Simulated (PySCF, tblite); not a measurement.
# C₈H₁₀Si₂: geometry, infrared bands, NMR shifts and electronic excitations

Wanted: the infrared bands, NMR shifts and electronic excitations of C₈H₁₀Si₂ (`[SiH3]C#C[SiH2]c1ccccc1`), by calculation.

The runs use tblite 0.8.0 and PySCF 2.14.0, with density-fitted response routines of our own; the level of theory stands in each step. All values are computed, except where a source is named. Atoms are numbered from 0 throughout.

### Step 1. Starting geometry

20 atoms, charge 0, multiplicity 1; geometry from: force field or distance geometry start.

Bonds of the start (Å): Si0–C1 1.83, C1–C2 1.20, C2–Si3 1.82, Si3–C4 1.85, C4–C5 1.38, C5–C6 1.38, C6–C7 1.39, C7–C8 1.37, C8–C9 1.38, C9–C4 1.39, Si0–H10 1.47, Si0–H11 1.47, Si0–H12 1.47, Si3–H13 1.49, Si3–H14 1.47, C5–H15 1.09, C6–H16 1.08, C7–H17 1.11, C8–H18 1.09, C9–H19 1.08.

### Step 2. Geometry optimisation with GFN2-xTB

The job: settings as JSON, then the geometry in Å.

```
{"job": {"kind": "relax", "xc": "GFN2-xTB", "basis": "xTB"}, "charge": 0, "multiplicity": 1}
Si     4.501800    -0.645500    -1.317700
C      2.997000     0.192100    -0.687000
C      2.014300     0.719700    -0.248200
Si     0.530400     1.553800     0.391000
C     -0.961700     0.472100     0.303200
C     -0.901900    -0.898900     0.167400
C     -2.083600    -1.607900     0.096600
C     -3.294600    -0.933400     0.161900
C     -3.382500     0.428500     0.284200
C     -2.193300     1.119800     0.355000
H      5.662400     0.254100    -1.273000
H      4.247800    -0.963100    -2.731700
H      4.718500    -1.844700    -0.489900
H      0.797100     1.812900     1.831100
H      0.243700     2.821200    -0.288200
H      0.051100    -1.418700     0.137900
H     -2.117800    -2.684400     0.004700
H     -4.251000    -1.497300     0.103400
H     -4.348900     0.934400     0.331300
H     -2.234000     2.196000     0.455100
```

Run with:

```bash
$ OMP_NUM_THREADS=1 python probes_run.py task.json out
```

The driver reads the jobs from task.json and runs them one after another.

**Question.** This job is followed by: GFN2-xTB harmonic vibrations, gas phase; PBE0-D3(BJ)/def2-SVP geometry optimisation, gas phase; GIAO PBE0/pcSseg-1 NMR shielding, non-relativistic, gas phase; TDDFT B3LYP/def2-SVPD, vertical, gas phase, core orbitals frozen in the response; GIAO wB97X-D/pcSseg-1 NMR shielding, non-relativistic, gas phase. Predict these results of the whole session: strongest single infrared mode (GFN2-xTB); zero-point energy (GFN2-xTB); point group; rotational constants (main isotopes); ¹³C shifts against TMS (PBE0/pcSseg-1, means over atoms taken as alike); ¹H shifts against TMS (PBE0/pcSseg-1, means over atoms taken as alike); ²⁹Si shifts against TMS (PBE0/pcSseg-1); lowest singlet (B3LYP/def2-SVPD); brightest single state of those computed; lowest triplet; vertical ionisation energy (ΔSCF); range of the shift of Si0.

**Answer**, as computed:

| quantity | value |
| --- | --- |
| strongest single infrared mode (GFN2-xTB) | 2239 cm⁻¹, 444 km/mol |
| zero-point energy (GFN2-xTB) | 85.9 kcal/mol |
| point group | C1 |
| rotational constants (main isotopes) | 2.14, 0.40, 0.34 GHz |
| ¹³C shifts against TMS (PBE0/pcSseg-1, means over atoms taken as alike) | 141.1, 135.9, 133.7, 132.6, 118.5, 114.4 ppm |
| ¹H shifts against TMS (PBE0/pcSseg-1, means over atoms taken as alike) | 7.84, 7.52, 7.52, 4.95, 4.27 ppm |
| ²⁹Si shifts against TMS (PBE0/pcSseg-1) | -67.5, -96.5 ppm |
| lowest singlet (B3LYP/def2-SVPD) | 5.21 eV (238 nm), f = 0.005 |
| brightest single state of those computed | state 8, 5.94 eV, f = 0.049 |
| lowest triplet | 4.05 eV |
| vertical ionisation energy (ΔSCF) | 9.01 eV |
| range of the shift of Si0 | -96.5 to -94.5 ppm |

Over 79 steps the energy fell by 0.165 eV; of the close pairs, Si3–C4 changed most, 1.845 to 1.890 Å (GFN2-xTB). All 54 modes are real, so the xTB geometry is a minimum. GFN2-xTB is a fitted tight-binding method: band positions and strengths are rough. Its intensities can rank the bands wrongly. Over 5 steps the energy fell by 0.222 eV; of the close pairs, Si0–H12 changed most, 1.423 to 1.492 Å (PBE0/def2-SVP). NICS(1)zz of -28 ppm above the planar ring from C4 marks a diatropic (aromatic) ring current. The lowest singlet, at 5.21 eV, is HOMO−1→LUMO 0.53, HOMO→LUMO+2 0.27 and is weak; of the 10 states computed, the strongest absorption comes from state 8 at 5.94 eV. The lowest triplet lies 1.15 eV below the lowest singlet (triplets in Tamm-Dancoff, singlets in full TDDFT). ΔSCF puts the ionisation energy at 9.01 eV, 1.77 eV above −ε(HOMO). In ppm, Si0 moves most: its shift spreads over 2.0 ppm, from -96.5 (PBE0/pcSseg-1) to -94.5 (wB97X-D/pcSseg-1). Part of that comes from the computed reference.
